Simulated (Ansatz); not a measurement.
# ZnNH3: basis-set convergence

Aim: see how fast density functionals converge with the basis set for ZnNH3.

The runs use Ansatz 0.2.0, Gaussian basis; one geometry, several basis sets.

The runs, in order: PBE0-D4/def2-SVP; ωB97M-V/def2-SVP; PBE0-D4/def2-QZVPP; ωB97M-V/def2-QZVPP; the functionals' def2-TZVPP values are taken from earlier runs.

## (1) The relaxed structure

All runs share one geometry, relaxed beforehand with PBE0-D4 in a triple-zeta def2 set.

SMILES `[NH2][ZnH]`, 5 atoms, charge 0, spin multiplicity 1.

Atoms are counted from 1 here; the program's logs count them from 0.

Bond lengths: N1–Zn2 1.817 Å, N1–H3 1.009 Å, N1–H4 1.009 Å, Zn2–H5 1.523 Å. Angles: Zn2–N1–H3 119.9°, Zn2–N1–H4 119.9°, H3–N1–H4 108.6°, N1–Zn2–H5 176.2°.

## (2) PBE0-D4 in def2-SVP

in.yaml reads:

```yaml
crystal:
  periodic: [false, false, false]
  atoms:
    - {symbol: N, position_ang: [-0.143968, -0.833831, -0.065562]}
    - {symbol: Zn, position_ang: [0.344855, 0.915567, -0.097376]}
    - {symbol: H, position_ang: [-1.046053, -1.111134, -0.422578]}
    - {symbol: H, position_ang: [0.073161, -1.402748, 0.738989]}
    - {symbol: H, position_ang: [0.822005, 2.358546, -0.194875]}
basis:
  gaussian: {orbitals: def2-SVP}
hamiltonian: {xc: pbe0, dispersion: d4}
output: {orbitals: {seedname: orbitals}}
```

Further steps of the session: ωB97M-V in def2-SVP; PBE0-D4 in def2-QZVPP; ωB97M-V in def2-QZVPP.

**Question.** What will the summary of the whole plan be? Wanted: PBE0-D4: double and triple zeta above quadruple; ωB97M-V: double and triple zeta above quadruple.

As calculated:

| quantity | value |
| --- | --- |
| PBE0-D4: double and triple zeta above quadruple | 10.41, 1.30 eV |
| ωB97M-V: double and triple zeta above quadruple | 10.46, 1.27 eV |

What this shows: PBE0-D4 gains 9.11 eV from double to triple zeta, then 1.30 eV more. Total energies overstate the basis error of differences, where much of it tends to cancel. The LUMO of ωB97M-V is positive and keeps falling with the basis (1.87 to 0.70 eV): an unbound level that the basis holds in place.
